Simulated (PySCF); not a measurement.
# RbS: from the state search to spectroscopic constants

One table from this session's results is given with a row withheld; the runs are named, their logs left out.

Method: Rb def2-SVP with ECP28, S def2-SVP, scalar-relativistic core potentials; program: PySCF 2.14.0.

The first run:

A driver script around PySCF takes these settings:

```yaml
atoms: Rb, S
charge: 0
basis: Rb def2-SVP with ECP28, S def2-SVP
Hamiltonian: scalar-relativistic core potentials
basis_functions: 42
electrons_treated: 25
masses_in_u: 84.9118, 31.9721
levels: PBE0, PBE, r²SCAN, TPSS, TPSSh, M06-L, HF, MP2, SCS-MP2, CCSD, CCSD(T)
grid: 80 radial by 434 angular points
occupations: held fixed by the projection of orbital angular momentum
dissociation_limit: Rb + S, each in its ground configuration
starting_distance_in_angstrom: 3.045
values_of_2S_to_try: 1, 3
```

The run is started by

```bash
OMP_NUM_THREADS=1 python dia.py task.json out
```

Steps of the session up to this table: The job; The PBE0 curve of the state that the search chose; Higher solutions at PBE0; PBE (GGA); r²SCAN; TPSS (meta-GGA); TPSSh (hybrid meta-GGA); M06-L; UHF; Correlated methods on the Hartree–Fock reference.

One of the session's tables, all rows but one given; the rest of the session is left out.

It belongs to the step «The curves together». Energy (eV) from each level's lowest point:

| R (Å) | UHF | UHF-MP2 | UHF-SCS-MP2 | UHF-CCSD | UHF-CCSD(T) |
| --- | --- | --- | --- | --- | --- |
| 2.564 | 0.762 | 0.634 | 0.654 | n/a | n/a |
| 2.684 | 0.365 | 0.282 | 0.295 | 0.288 | 0.288 |
| 2.803 | 0.136 | 0.090 | 0.097 | 0.093 | 0.094 |
| 2.893 | ? | ? | ? | ? | ? |
| 2.982 | 0.002 | 0.000 | 0.000 | 0.000 | 0.000 |
| 3.071 | 0.000 | 0.015 | 0.012 | 0.013 | 0.013 |
| 3.191 | 0.042 | 0.075 | 0.069 | 0.072 | 0.070 |
| 3.340 | 0.143 | 0.194 | 0.185 | 0.189 | 0.186 |
| 3.519 | 0.310 | 0.376 | 0.364 | 0.369 | 0.362 |
| 3.757 | 0.568 | 0.645 | 0.631 | n/a | n/a |

Q: Estimate the row for R (Å) = 2.893 from the others.

Worked estimate for «UHF». A straight line through the neighbours (2.803, 0.136) and (2.982, 0.002) gives 0.136 + (0.002 − 0.136) × (2.893 − 2.803) / (2.982 − 2.803) = 0.069; a parabola fitted to 4 rows on both sides gives 0.040.

As computed: UHF: 0.043; UHF-MP2: 0.021; UHF-SCS-MP2: 0.025; UHF-CCSD: 0.023; UHF-CCSD(T): 0.023. In «UHF» the line misses by +0.026 and the parabola by -0.003.
